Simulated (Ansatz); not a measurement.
# Zr3S2 in Ansatz: the effect of Hubbard term

The system is Zr3S2.

```
CELL_PARAMETERS angstrom
2.90254 1.67578 3.48777
-2.90254 1.67578 3.48777
0.00000 -3.35156 3.48777
ATOMIC_POSITIONS crystal
Zr 0.83873 0.50000 0.16127
Zr 0.50000 0.16127 0.83873
Zr 0.16127 0.83873 0.50000
S 0.66502 0.66502 0.66502
S 0.33498 0.33498 0.33498
```

The cell comes from a database or a generator and needn't be the stable form of this composition.

Alike in all runs:

- Program: Ansatz 0.2.0
- Task: projected density of states
- Functional: r2SCAN
- Potentials or basis: Ansatz PAW
- Cutoff: 500 eV (not typed: the program's choice for these potentials)
- k mesh: 6 × 6 × 6
- Occupations: fermi-dirac, width 0.05 eV
- Spin: no spin polarisation
- Hubbard projectors: ortho-atomic (the default)
- Double counting: fll (the default)

| Hubbard term | pressure (GPa) | largest force (eV/Å) |
| --- | --- | --- |
| none | -0.8 | 0.08 |
| Zr d U = 1 eV | 0.3 | 0.08 |
| Zr d U = 2 eV | 1.4 | 0.12 |
| Zr d U = 3 eV | 2.6 | 0.16 |
| Zr d U = 4 eV | 4.0 | 0.19 |
| Zr d U = 5 eV | ? | ? |

Q: What does the run with Hubbard term Zr d U = 5 eV give?

A: Pressure 5.6 GPa; largest force 0.16 eV/Å.

Worked out: A parabola through the other rows of the pressure, of slope 1.49 GPa per eV there, extrapolates to 5.4 GPa, against the run's 5.6. A parabola through the other rows of the largest force, of slope 0.0557 eV/Å per eV there, extrapolates to 0.25 eV/Å, against the run's 0.16. The fit is too stiff a form for this range.

Caveats: the PAW data sets come from PBE, with cores solved anew for the run's functional, which leaves a small shift of forces and pressure; the density of states is complete only up to the lowest level of the last band computed; U without spin polarisation on a metal has little footing (some runs).
